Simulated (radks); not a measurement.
**Ionisation of Ba²⁺: one atom, several choices of relativity**

The task here is to estimate one member of a computed series from the others.

The numbers are computed with radks (a radial shooting solver on a logarithmic mesh, Libxc functionals) version 1 (Kohn-Sham, LDA (Slater exchange, Perdew-Wang correlation), spin-unpolarised, spherical densities), except any that are marked as measured or tabulated.

### The atom as given

* element: barium (Z = 56)
* charge: +2
* electrons: 54
* configuration: [Xe]
* ion: Ba³⁺, [Kr] 4d10 5s2 5p5
* choices: non-relativistic; scalar-relativistic; Dirac, 2j+1 shares; Dirac, low j first; scalar-relativistic, finite nucleus; Dirac, 2j+1 shares, finite nucleus; Dirac, c × 0.75; Dirac, c × 10; Dirac, c × 0.85

The first run:

The run's settings:

```text
Z 56
configuration [Xe]
relativity non-relativistic
functional lda,pw
spin unpolarised
nucleus point
```

Among the steps run: non-relativistic: Ba²⁺.

One table of the session follows, with a row left open; its other results are not shown here.

It belongs to the step «non-relativistic: Ba²⁺». From the orbitals of this run (lengths in bohr):

```
level     <r>  outermost maximum (interpolated)  90 % within  nodes
   3s  0.3068                             0.280        0.449      2
   3p  0.2967                             0.267        0.444      1
   3d  0.2672                             0.216        0.418      0
   4s  0.7043                             0.653         1.01      3
   4p  0.7287                             0.666         1.06      2
   4d  0.7962                             0.693         1.20      1
   5s       ?                                 ?            ?      ?
   5p   1.912                              1.68         2.78      3
```

Q: Estimate the row for 5s from the others.

**Answer.** <r>: 1.696; outermost maximum (interpolated): 1.53; 90 % within: 2.44; nodes: 4. In the column «<r>» it lies between 4d (0.7962) and 5p (1.912).

To keep in mind: Spin polarisation and multiplet splitting of open shells are left out at every level.
